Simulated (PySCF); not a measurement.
**PmOCl: other functionals and bases at one geometry**

How far do other levels of theory move the description of PmOCl, and what does each cost? It is a constructed species; whether it can be made isn't addressed.

The runs use PySCF 2.14.0; several levels, as the steps say, no spin–orbit coupling.

1 further run of the same task is left out (for a known fault of the program).

## Step 1: The starting structure

3 atoms, charge 0, spin multiplicity 1.

Bond lengths: Pm1–O2 1.851 Å, Pm1–Cl3 2.586 Å. Angles: O2–Pm1–Cl3 114.3°.

Coordinates:

```xyz
3
ClOPm
Pm    0.2842    0.0000   -0.4344
O     1.8022    0.0000    0.6245
Cl   -1.9378    0.0000    0.8891
```

Formal oxidation states: Pm +3. Each metal's 4 4f electrons lie in its core potential, so multiplicities, spins and levels count the valence alone. An earlier session relaxed this geometry at PBE0, Pm lcecp-1-SVP with ECP50, O def2-SVP, Cl def2-SVP (singlet, point group Cs).

At PBE0 on the finer grid: E = -569.201461 Eh, HOMO -7.01 eV, LUMO -2.26 eV, Mulliken charge on Pm1 +0.83 e, largest force component 0.004 eV/Å. 

Levels to run: B3LYP; CAM-B3LYP; PBE0, TZVP. Hardware: 2 threads of Arm Neoverse V1, shared host.

## Step 2: B3LYP

run.py (the lines that set the calculation) reads:

```python
mol = gto.M(atom='''
Pm     0.28421     0.00000    -0.43438
O      1.80221     0.00000     0.62449
Cl    -1.93783     0.00000     0.88910''',
    basis={'Pm': 'lcecp-1-SVP', 'O': 'def2-SVP', 'Cl': 'def2-SVP'},
    ecp={'Pm': 'lcecp-1-SVP'},
    charge=0, spin=0)
mf = dft.RKS(mol, xc='B3LYP')
mf.grids.atom_grid = (75, 302)  # f atoms: unpruned, at least (60, 302)
mf = mf.density_fit()  # fitting sets: Pm AutoAux, O def2-universal-JKFIT, Cl def2-universal-JKFIT
mf.conv_tol = 1e-08; mf.max_cycle = 55
mf.kernel(dm0)  # dm0: the density of the relaxed state
```

On the command line:

```console
> OMP_NUM_THREADS=2 python run.py
```

## Step 3: CAM-B3LYP

Changes to run.py (the lines that set the calculation) since step 2:

```diff
@@ -7,3 +7,3 @@
     charge=0, spin=0)
-mf = dft.RKS(mol, xc='B3LYP')
+mf = dft.RKS(mol, xc='CAMB3LYP')
 mf.grids.atom_grid = (75, 302)  # f atoms: unpruned, at least (60, 302)
```

## Step 4: PBE0, TZVP

Basis: Pm lcecp-1-TZVP with ECP50, O def2-TZVP, Cl def2-TZVP. 

run.py (the lines that set the calculation) reads:

```python
mol = gto.M(atom='''
Pm     0.28421     0.00000    -0.43438
O      1.80221     0.00000     0.62449
Cl    -1.93783     0.00000     0.88910''',
    basis={'Pm': 'lcecp-1-TZVP', 'O': 'def2-TZVP', 'Cl': 'def2-TZVP'},
    ecp={'Pm': 'lcecp-1-TZVP'},
    charge=0, spin=0)
mf = dft.RKS(mol, xc='PBE0')
mf.grids.atom_grid = (75, 302)  # f atoms: unpruned, at least (60, 302)
mf = mf.density_fit()  # fitting sets: Pm AutoAux, O def2-universal-JKFIT, Cl def2-universal-JKFIT
mf.conv_tol = 1e-08; mf.max_cycle = 55
mf.kernel(dm0)  # dm0: free metal ions and neutral atoms
```

**Question.** What will these runs give? Wanted: for each run, HOMO; gap; charge on Pm1; dipole; largest force.

As calculated:

| level | state | HOMO (eV) | gap (eV) | charge on Pm1 (e) | dipole (D) | largest force (eV/Å) | basis functions | time |
| --- | --- | --- | --- | --- | --- | --- | --- | --- |
| PBE0 (relaxed here) | singlet | -7.01 | 4.74 | 0.83 | 7.57 | 0.00 | 65 | 3.8 s |
| B3LYP | singlet | -6.73 | 4.16 | 0.77 | 7.43 | 0.49 | 65 | 1.8 s |
| CAM-B3LYP | singlet | -8.29 | 6.61 | 0.80 | 7.75 | 0.09 | 65 | 2.5 s |
| PBE0, TZVP | singlet | -7.02 | 4.77 | 1.23 | 7.81 | 0.20 | 115 | 5.7 s |

Times are on 2 threads of Arm Neoverse V1, shared host; the first row also made further properties.

In one basis the HOMO–LUMO gap runs from 4.16 eV (B3LYP) to 6.61 eV (CAM-B3LYP). The largest leftover force, 0.49 eV/Å with B3LYP, stands at a geometry relaxed at another level. The Mulliken charge on Pm spans +0.77 to +1.23 e over the levels. With 4f in the core, its levels are missing from HOMO and gap. Total energies of different levels can't be compared. Spin–orbit coupling is left out throughout.
